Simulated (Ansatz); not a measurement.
# CH10N2SiSn: the cost of one run

Program: Ansatz 0.2.0. Level of theory: RKS PBE-D4/def2-SVP. These are calculated values, not measurements.

## Step 1: Starting point

Bond lengths: C1–Sn2 2.108 Å, Sn2–N3 2.027 Å, Sn2–N4 2.030 Å, Sn2–Si5 2.520 Å, C1–H6 1.059 Å, C1–H7 1.139 Å, C1–H8 1.137 Å, N3–H9 1.027 Å, N3–H10 1.070 Å, N4–H11 1.106 Å, N4–H12 0.993 Å, Si5–H13 1.486 Å, Si5–H14 1.423 Å, Si5–H15 1.463 Å. Angles (14 of 24 angles, heavy atoms first): C1–Sn2–N3 108.2°, C1–Sn2–N4 111.3°, C1–Sn2–Si5 111.0°, N3–Sn2–N4 107.9°, N3–Sn2–Si5 109.4°, N4–Sn2–Si5 108.9°, Sn2–C1–H6 113.9°, Sn2–C1–H7 109.7°, Sn2–C1–H8 107.9°, Sn2–N3–H9 110.1°, Sn2–N3–H10 108.8°, Sn2–N4–H11 105.0°, Sn2–N4–H12 109.7°, Sn2–Si5–H13 109.7°.

Coordinates:

```xyz
15

C    -1.3230    0.0162    1.6847
Sn    0.0767   -0.3882    0.1616
N     1.8852   -0.6896    1.0271
N    -0.4126   -2.0704   -0.8632
Si    0.2337    1.5362   -1.4571
H    -1.4404   -0.7735    2.3805
H    -1.0377    0.9784    2.2235
H    -2.3206    0.2449    1.1896
H     2.6035   -0.8199    0.3053
H     2.1817    0.2084    1.5285
H    -1.4069   -1.8597   -1.3005
H     0.2319   -2.2085   -1.6065
H     0.5869    2.7798   -0.7238
H     1.2023    1.2498   -2.4593
H    -1.0823    1.7455   -2.0611
```

## Step 2: End point A

File input.yaml:

```yaml
crystal:
  periodic: [false, false, false]
  atoms:
    - { symbol: C, position_ang: [-1.323, 0.0162, 1.6847] }
    - { symbol: Sn, position_ang: [0.0767, -0.3882, 0.1616] }
    - { symbol: "N", position_ang: [1.8852, -0.6896, 1.0271] }
    - { symbol: "N", position_ang: [-0.4126, -2.0704, -0.8632] }
    - { symbol: Si, position_ang: [0.2337, 1.5362, -1.4571] }
    - { symbol: H, position_ang: [-1.4404, -0.7735, 2.3805] }
    - { symbol: H, position_ang: [-1.0377, 0.9784, 2.2235] }
    - { symbol: H, position_ang: [-2.3206, 0.2449, 1.1896] }
    - { symbol: H, position_ang: [2.6035, -0.8199, 0.3053] }
    - { symbol: H, position_ang: [2.1817, 0.2084, 1.5285] }
    - { symbol: H, position_ang: [-1.4069, -1.8597, -1.3005] }
    - { symbol: H, position_ang: [0.2319, -2.2085, -1.6065] }
    - { symbol: H, position_ang: [0.5869, 2.7798, -0.7238] }
    - { symbol: H, position_ang: [1.2023, 1.2498, -2.4593] }
    - { symbol: H, position_ang: [-1.0823, 1.7455, -2.0611] }
basis:
  gaussian: { orbitals: def2-SVP }
hamiltonian:
  xc: pbe
  dispersion: d4
relax:
  f_tol: 0.015
  max_steps: 40
```

Command:

```sh
> ansatz run input.yaml --threads 2 --pin off --max-ram 3072MiB --backend cpu --events-out ev --progress --plain --runs-dir out
```

Q: Estimate wall time and peak memory on 2 threads of Arm Neoverse V2, shared host.

About 2 min, with a peak of 0.18 GiB.
